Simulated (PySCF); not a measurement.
**A gas-phase reaction: CuH + ClH → ClCu + H2**

What reaction energy should one expect for `[CuH]` + `Cl` → `[Cl][Cu]` + `[H][H]`?

Programs: PySCF 2.14.0. All values are calculated, for the isolated system unless a continuum is named. Atoms count from 0, parts from 1.

## 1. Starting point

Each species was relaxed by itself at PBE0-D3(BJ)/def2-SVPD.

## 2. Reaction energy: wB97M-D3(BJ)/def2-TZVPD

What the job is given:

```
{"job": {"kind": "react", "xc": "wB97M-D3(BJ)", "basis": "def2-TZVPD"}, "charge": 0, "multiplicity": 1}
-1 CuH charge 0 multiplicity 1
Cu    -0.194750     0.335300     0.626820
H      0.194470    -0.335100    -0.626750

-1 ClH charge 0 multiplicity 1
Cl     0.644720    -0.000640    -0.002180
H     -0.643480     0.002480     0.002990

+1 ClCu charge 0 multiplicity 1
Cl    -0.277610     0.481780     0.887610
Cu     0.276350    -0.481740    -0.886460

+1 H2 charge 0 multiplicity 1
H      0.380260    -0.002710    -0.005120
H     -0.380260     0.002710     0.005120
```

Level: wB97M-D3(BJ)/def2-TZVPD reaction energy of separated species, gas phase.

Command:

```console
$ OMP_NUM_THREADS=1 python cluster_run.py task.json out
```

One launch serves the whole session: the jobs run in the order shown.

Log:

```text
species 1 (CuH)
coarse grid: 9912 points
cycle   1  E = -1640.7661638260  dE = -1.494e-01  |g| = 2.145e+00  |ddm| = 1.073e+00
cycle   2  E = -1640.0455417597  dE =  7.206e-01  |g| = 3.837e+00  |ddm| = 1.647e+00
cycle   3  E = -1641.1135630197  dE = -1.068e+00  |g| = 1.963e-01  |ddm| = 9.794e-01
cycle   4  E = -1641.1176835094  dE = -4.120e-03  |g| = 4.012e-02  |ddm| = 1.243e-01
cycle   5  E = -1641.1178819735  dE = -1.985e-04  |g| = 3.976e-03  |ddm| = 2.251e-02
cycle   6  E = -1641.1179021696  dE = -2.020e-05  |g| = 2.681e-03  |ddm| = 1.068e-02
cycle   7  E = -1641.1179060785  dE = -3.909e-06  |g| = 3.596e-04  |ddm| = 5.573e-03
final grid: 18416 points
cycle   8  E = -1641.1178602946  dE = -4.368e-08  |g| = 7.992e-04  |ddm| = 8.315e-04
cycle   9  E = -1641.1178601360  dE =  1.587e-07  |g| = 1.783e-03  |ddm| = 7.160e-04
cycle  10  E = -1641.1178603663  dE = -2.303e-07  |g| = 6.388e-05  |ddm| = 4.302e-04
cycle  11  E = -1641.1178603761  dE = -9.791e-09  |g| = 2.942e-05  |ddm| = 3.708e-04
cycle  12  E = -1641.1178603770  dE = -9.147e-10  |g| = 1.227e-05  |ddm| = 9.921e-05
converged SCF energy = -1641.1178603770

species 2 (ClH)
coarse grid: 8792 points
cycle   1  E = -460.8503333672  dE = -8.165e-02  |g| = 2.169e-01  |ddm| = 7.239e-01
cycle   2  E = -460.8625128239  dE = -1.218e-02  |g| = 1.397e-01  |ddm| = 2.651e-01
cycle   3  E = -460.8670521699  dE = -4.539e-03  |g| = 1.358e-02  |ddm| = 9.818e-02
cycle   4  E = -460.8670932526  dE = -4.108e-05  |g| = 3.364e-03  |ddm| = 9.545e-03
cycle   5  E = -460.8670995010  dE = -6.248e-06  |g| = 8.515e-04  |ddm| = 3.915e-03
final grid: 17120 points
cycle   6  E = -460.8670682641  dE = -3.716e-07  |g| = 3.676e-04  |ddm| = 8.894e-04
cycle   7  E = -460.8670683103  dE = -4.627e-08  |g| = 1.618e-04  |ddm| = 3.981e-04
cycle   8  E = -460.8670683169  dE = -6.574e-09  |g| = 4.221e-05  |ddm| = 1.295e-04
cycle   9  E = -460.8670683182  dE = -1.316e-09  |g| = 3.977e-06  |ddm| = 6.532e-05
cycle  10  E = -460.8670683182  dE = -3.638e-12  |g| = 8.167e-07  |ddm| = 3.314e-06
converged SCF energy = -460.8670683182

species 3 (ClCu)
coarse grid: 13760 points
cycle   1  E = -2100.4540381591  dE = -4.577e-02  |g| = 2.173e+00  |ddm| = 1.233e+00
cycle   2  E = -2099.7268022277  dE =  7.272e-01  |g| = 3.860e+00  |ddm| = 1.895e+00
cycle   3  E = -2100.8492036101  dE = -1.122e+00  |g| = 2.232e-01  |ddm| = 1.100e+00
cycle   4  E = -2100.8551609288  dE = -5.957e-03  |g| = 3.990e-02  |ddm| = 1.642e-01
cycle   5  E = -2100.8554826937  dE = -3.218e-04  |g| = 1.236e-02  |ddm| = 3.142e-02
cycle   6  E = -2100.8555498012  dE = -6.711e-05  |g| = 3.666e-03  |ddm| = 1.888e-02
cycle   7  E = -2100.8555698592  dE = -2.006e-05  |g| = 1.616e-03  |ddm| = 1.375e-02
cycle   8  E = -2100.8555723977  dE = -2.539e-06  |g| = 8.246e-04  |ddm| = 4.356e-03
final grid: 24784 points
cycle   9  E = -2100.8555124443  dE = -6.221e-07  |g| = 1.205e-03  |ddm| = 2.003e-03
cycle  10  E = -2100.8555123591  dE =  8.522e-08  |g| = 2.693e-03  |ddm| = 1.560e-03
cycle  11  E = -2100.8555129056  dE = -5.465e-07  |g| = 3.045e-04  |ddm| = 6.492e-04
cycle  12  E = -2100.8555131033  dE = -1.977e-07  |g| = 1.167e-04  |ddm| = 1.637e-03
cycle  13  E = -2100.8555131312  dE = -2.789e-08  |g| = 1.845e-05  |ddm| = 7.642e-04
cycle  14  E = -2100.8555131316  dE = -4.338e-10  |g| = 5.377e-06  |ddm| = 8.482e-05
converged SCF energy = -2100.8555131316

species 4 (H2)
coarse grid: 4944 points
cycle   1  E = -1.1694183517  dE = -2.751e-01  |g| = 9.866e-03  |ddm| = 4.504e-01
cycle   2  E = -1.1694525988  dE = -3.425e-05  |g| = 1.161e-03  |ddm| = 9.676e-03
cycle   3  E = -1.1694532810  dE = -6.822e-07  |g| = 1.815e-04  |ddm| = 1.918e-03
final grid: 10744 points
cycle   4  E = -1.1694518698  dE = -2.408e-08  |g| = 4.115e-05  |ddm| = 3.871e-04
cycle   5  E = -1.1694518711  dE = -1.271e-09  |g| = 9.631e-06  |ddm| = 9.177e-05
cycle   6  E = -1.1694518712  dE = -7.532e-11  |g| = 3.020e-07  |ddm| = 2.873e-05
converged SCF energy = -1.1694518712

Reaction energy = -25.235 kcal/mol
```

It took 4.4 s on 1 thread of Arm Neoverse V1, shared host; peak memory 0.35 GiB.

Species by species (with the dispersion term, which the log's SCF energies lack):

```
 ν   species  energy (Eh)  HOMO (eV)
-1     [CuH]  -1641.11833      -9.03
-1        Cl   -460.86761     -11.93
+1  [Cl][Cu]  -2100.85649      -9.90
+1    [H][H]     -1.16967     -14.48
```

## 3. Reaction energy: PBE0-D3(BJ)/def2-TZVPD

The job, as its differences from that of step 2:

```diff
@@ -1,2 +1,2 @@
-{"job": {"kind": "react", "xc": "wB97M-D3(BJ)", "basis": "def2-TZVPD"}, "charge": 0, "multiplicity": 1}
+{"job": {"kind": "react", "xc": "PBE0", "basis": "def2-TZVPD", "disp": "d3bj"}, "charge": 0, "multiplicity": 1}
 -1 CuH charge 0 multiplicity 1
```

Level: PBE0-D3(BJ)/def2-TZVPD reaction energy of separated species, gas phase.

Log:

```text
species 1 (CuH)
coarse grid: 9912 points
cycle   1  E = -1639.9392118611  dE =  4.526e-01  |g| = 3.244e+00  |ddm| = 1.330e+00
cycle   2  E = -1637.9275796117  dE =  2.012e+00  |g| = 6.006e+00  |ddm| = 3.682e+00
cycle   3  E = -1640.7771741709  dE = -2.850e+00  |g| = 7.597e-01  |ddm| = 2.544e+00
cycle   4  E = -1640.8371555900  dE = -5.998e-02  |g| = 1.246e-01  |ddm| = 6.061e-01
cycle   5  E = -1640.8386665573  dE = -1.511e-03  |g| = 1.992e-02  |ddm| = 6.157e-02
cycle   6  E = -1640.8387613677  dE = -9.481e-05  |g| = 5.686e-03  |ddm| = 1.812e-02
cycle   7  E = -1640.8387689887  dE = -7.621e-06  |g| = 3.268e-03  |ddm| = 1.096e-02
cycle   8  E = -1640.8387704755  dE = -1.487e-06  |g| = 9.636e-04  |ddm| = 2.832e-03
final grid: 18416 points
cycle   9  E = -1640.8387778383  dE =  5.210e-07  |g| = 2.800e-03  |ddm| = 1.265e-03
cycle  10  E = -1640.8387732569  dE =  4.581e-06  |g| = 8.166e-03  |ddm| = 3.067e-03
cycle  11  E = -1640.8387784725  dE = -5.216e-06  |g| = 8.052e-05  |ddm| = 2.219e-03
cycle  12  E = -1640.8387784735  dE = -1.072e-09  |g| = 2.312e-05  |ddm| = 9.329e-05
cycle  13  E = -1640.8387784737  dE = -1.992e-10  |g| = 4.861e-06  |ddm| = 5.043e-05
converged SCF energy = -1640.8387784737

species 2 (ClH)
coarse grid: 2248 points
cycle   1  E = -460.6537843906  dE = -4.644e-02  |g| = 1.882e-01  |ddm| = 7.411e-01
cycle   2  E = -460.6558531901  dE = -2.069e-03  |g| = 1.902e-01  |ddm| = 3.151e-01
cycle   3  E = -460.6653817482  dE = -9.529e-03  |g| = 1.506e-02  |ddm| = 1.513e-01
cycle   4  E = -460.6654038052  dE = -2.206e-05  |g| = 2.693e-03  |ddm| = 7.323e-03
cycle   5  E = -460.6654053531  dE = -1.548e-06  |g| = 1.111e-03  |ddm| = 2.553e-03
final grid: 17120 points
cycle   6  E = -460.6658903725  dE = -4.429e-06  |g| = 2.164e-03  |ddm| = 7.339e-03
cycle   7  E = -460.6658904021  dE = -2.957e-08  |g| = 1.795e-03  |ddm| = 2.512e-03
cycle   8  E = -460.6658910196  dE = -6.176e-07  |g| = 1.533e-04  |ddm| = 1.363e-03
cycle   9  E = -460.6658910265  dE = -6.900e-09  |g| = 2.148e-05  |ddm| = 1.086e-04
cycle  10  E = -460.6658910266  dE = -1.026e-10  |g| = 4.933e-06  |ddm| = 1.682e-05
converged SCF energy = -460.6658910266

species 3 (ClCu)
coarse grid: 13760 points
cycle   1  E = -2099.1355892558  dE =  8.595e-01  |g| = 3.651e+00  |ddm| = 1.548e+00
cycle   2  E = -2094.6156483767  dE =  4.520e+00  |g| = 7.133e+00  |ddm| = 5.289e+00
cycle   3  E = -2100.1986495599  dE = -5.583e+00  |g| = 1.213e+00  |ddm| = 4.902e+00
cycle   4  E = -2100.1211786889  dE =  7.747e-02  |g| = 9.270e-01  |ddm| = 1.549e+00
cycle   5  E = -2100.3752901813  dE = -2.541e-01  |g| = 6.246e-02  |ddm| = 1.065e+00
cycle   6  E = -2100.3759256408  dE = -6.355e-04  |g| = 1.872e-02  |ddm| = 5.251e-02
cycle   7  E = -2100.3760048276  dE = -7.919e-05  |g| = 6.892e-03  |ddm| = 2.010e-02
cycle   8  E = -2100.3760192455  dE = -1.442e-05  |g| = 2.443e-03  |ddm| = 8.316e-03
cycle   9  E = -2100.3760210121  dE = -1.767e-06  |g| = 1.410e-03  |ddm| = 4.291e-03
final grid: 24784 points
cycle  10  E = -2100.3760325657  dE =  8.365e-07  |g| = 3.754e-03  |ddm| = 1.861e-03
cycle  11  E = -2100.3760251141  dE =  7.452e-06  |g| = 1.051e-02  |ddm| = 3.961e-03
cycle  12  E = -2100.3760337197  dE = -8.606e-06  |g| = 1.360e-04  |ddm| = 2.789e-03
cycle  13  E = -2100.3760337234  dE = -3.716e-09  |g| = 6.394e-05  |ddm| = 1.735e-04
cycle  14  E = -2100.3760337248  dE = -1.440e-09  |g| = 6.067e-06  |ddm| = 1.357e-04
cycle  15  E = -2100.3760337249  dE = -2.001e-11  |g| = 1.170e-06  |ddm| = 1.942e-05
converged SCF energy = -2100.3760337249

species 4 (H2)
coarse grid: 1240 points
cycle   1  E = -1.1670609632  dE = -2.327e-01  |g| = 2.266e-02  |ddm| = 4.588e-01
cycle   2  E = -1.1672483899  dE = -1.874e-04  |g| = 3.233e-03  |ddm| = 1.896e-02
cycle   3  E = -1.1672528455  dE = -4.456e-06  |g| = 9.770e-05  |ddm| = 2.761e-03
final grid: 10744 points
cycle   4  E = -1.1681370285  dE = -1.931e-06  |g| = 2.742e-04  |ddm| = 1.573e-03
cycle   5  E = -1.1681370568  dE = -2.829e-08  |g| = 3.989e-05  |ddm| = 2.445e-04
cycle   6  E = -1.1681370574  dE = -6.321e-10  |g| = 1.266e-06  |ddm| = 3.106e-05
converged SCF energy = -1.1681370574

Reaction energy = -25.079 kcal/mol
```

Wall time 2.3 s (1 thread of Arm Neoverse V1, shared host); peak memory 0.35 GiB.

Reaction energy at this level: -25.08 kcal/mol.

## 4. Reaction energy: MP2/def2-TZVPD

The job, as its differences from that of step 3:

```diff
@@ -1,2 +1,2 @@
-{"job": {"kind": "react", "xc": "PBE0", "basis": "def2-TZVPD", "disp": "d3bj"}, "charge": 0, "multiplicity": 1}
+{"job": {"kind": "react", "xc": "MP2", "basis": "def2-TZVPD"}, "charge": 0, "multiplicity": 1}
 -1 CuH charge 0 multiplicity 1
```

With the program's defaults for keys left out, this is: MP2/def2-TZVPD reaction energy of separated species, gas phase.

Log:

```text
species 1 (CuH)
final grid: 18416 points
cycle   1  E = -1639.3964170766  dE = -4.144e-01  |g| = 9.817e-01  |ddm| = 9.101e-01
cycle   2  E = -1639.3483722813  dE =  4.804e-02  |g| = 1.326e+00  |ddm| = 5.988e-01
cycle   3  E = -1639.4710039950  dE = -1.226e-01  |g| = 3.663e-02  |ddm| = 3.110e-01
cycle   4  E = -1639.4714494555  dE = -4.455e-04  |g| = 1.286e-02  |ddm| = 4.347e-02
cycle   5  E = -1639.4715605920  dE = -1.111e-04  |g| = 5.104e-03  |ddm| = 2.874e-02
cycle   6  E = -1639.4715744564  dE = -1.386e-05  |g| = 1.115e-03  |ddm| = 1.063e-02
cycle   7  E = -1639.4715760832  dE = -1.627e-06  |g| = 4.742e-04  |ddm| = 3.369e-03
cycle   8  E = -1639.4715764829  dE = -3.997e-07  |g| = 1.591e-04  |ddm| = 1.680e-03
cycle   9  E = -1639.4715765413  dE = -5.836e-08  |g| = 4.978e-05  |ddm| = 8.251e-04
cycle  10  E = -1639.4715765436  dE = -2.356e-09  |g| = 6.425e-06  |ddm| = 1.970e-04
cycle  11  E = -1639.4715765437  dE = -5.048e-11  |g| = 2.039e-06  |ddm| = 2.192e-05
converged SCF energy = -1639.4715765437

species 2 (ClH)
final grid: 17120 points
cycle   1  E = -460.0817352648  dE = -1.008e-01  |g| = 2.132e-01  |ddm| = 7.101e-01
cycle   2  E = -460.0969052491  dE = -1.517e-02  |g| = 8.401e-02  |ddm| = 2.053e-01
cycle   3  E = -460.0986386077  dE = -1.733e-03  |g| = 1.826e-02  |ddm| = 5.472e-02
cycle   4  E = -460.0988471730  dE = -2.086e-04  |g| = 6.315e-03  |ddm| = 1.638e-02
cycle   5  E = -460.0988771725  dE = -3.000e-05  |g| = 1.289e-03  |ddm| = 7.398e-03
cycle   6  E = -460.0988783886  dE = -1.216e-06  |g| = 2.807e-04  |ddm| = 1.659e-03
cycle   7  E = -460.0988784419  dE = -5.327e-08  |g| = 4.150e-05  |ddm| = 4.895e-04
cycle   8  E = -460.0988784426  dE = -7.300e-10  |g| = 7.806e-06  |ddm| = 6.177e-05
converged SCF energy = -460.0988784426

species 3 (ClCu)
final grid: 24784 points
cycle   1  E = -2098.3928341442  dE = -3.430e-01  |g| = 1.001e+00  |ddm| = 1.047e+00
cycle   2  E = -2098.3684549589  dE =  2.438e-02  |g| = 1.319e+00  |ddm| = 7.409e-01
cycle   3  E = -2098.4934300096  dE = -1.250e-01  |g| = 5.968e-02  |ddm| = 3.250e-01
cycle   4  E = -2098.4943359656  dE = -9.060e-04  |g| = 1.708e-02  |ddm| = 6.622e-02
cycle   5  E = -2098.4944698192  dE = -1.339e-04  |g| = 8.075e-03  |ddm| = 2.671e-02
cycle   6  E = -2098.4945093168  dE = -3.950e-05  |g| = 2.262e-03  |ddm| = 1.945e-02
cycle   7  E = -2098.4945139872  dE = -4.670e-06  |g| = 7.641e-04  |ddm| = 6.458e-03
cycle   8  E = -2098.4945150184  dE = -1.031e-06  |g| = 3.160e-04  |ddm| = 2.817e-03
cycle   9  E = -2098.4945152219  dE = -2.034e-07  |g| = 9.875e-05  |ddm| = 1.514e-03
cycle  10  E = -2098.4945152345  dE = -1.260e-08  |g| = 3.063e-05  |ddm| = 3.908e-04
cycle  11  E = -2098.4945152355  dE = -1.028e-09  |g| = 1.344e-05  |ddm| = 1.100e-04
cycle  12  E = -2098.4945152356  dE = -8.913e-11  |g| = 2.535e-06  |ddm| = 3.080e-05
converged SCF energy = -2098.4945152356

species 4 (H2)
final grid: 10744 points
cycle   1  E = -1.1312978972  dE = -3.213e-01  |g| = 4.426e-02  |ddm| = 4.479e-01
cycle   2  E = -1.1322326821  dE = -9.348e-04  |g| = 7.183e-03  |ddm| = 3.751e-02
cycle   3  E = -1.1322673823  dE = -3.470e-05  |g| = 8.111e-04  |ddm| = 1.078e-02
cycle   4  E = -1.1322677973  dE = -4.150e-07  |g| = 2.771e-05  |ddm| = 1.627e-03
cycle   5  E = -1.1322677978  dE = -4.855e-10  |g| = 2.610e-06  |ddm| = 6.834e-05
converged SCF energy = -1.1322677978

Reaction energy = -30.212 kcal/mol
```

It took 1 s on 1 thread of Arm Neoverse V1, shared host; peak memory 0.35 GiB.

Reaction energy at this level: -30.21 kcal/mol.

## 5. Side by side

Energies in kcal/mol, with wall time:

```
                    run  reaction   time
wB97M-D3(BJ)/def2-TZVPD    -25.23  4.4 s
 PBE0-D3(BJ)/def2-TZVPD    -25.08  2.3 s
         MP2/def2-TZVPD    -30.21    1 s
```

## 6. What came out

```
                                                quantity                      value
               reaction energy (wB97M-D3(BJ)/def2-TZVPD)            -25.23 kcal/mol
                     ΔH, ΔG at 298 K (xTB thermal terms)      -25.2, -24.3 kcal/mol
range of the reaction energy over the runs of this table  -30.21 to -25.08 kcal/mol
```

In words: The reaction is exothermic by 25.2 kcal/mol in the gas phase; dispersion gives -0.11, and xTB itself gave 14.25 for the electronic energy (xTB energies and thermal terms come from the earlier relaxation of each species, not shown). No barrier was sought. xTB and this level differ widely in the electronic energy, so what comes from xTB (the thermal terms above all) is less safe here. The reaction energy runs from -30.21 (MP2/def2-TZVPD) to -25.08 kcal/mol (PBE0-D3(BJ)/def2-TZVPD).
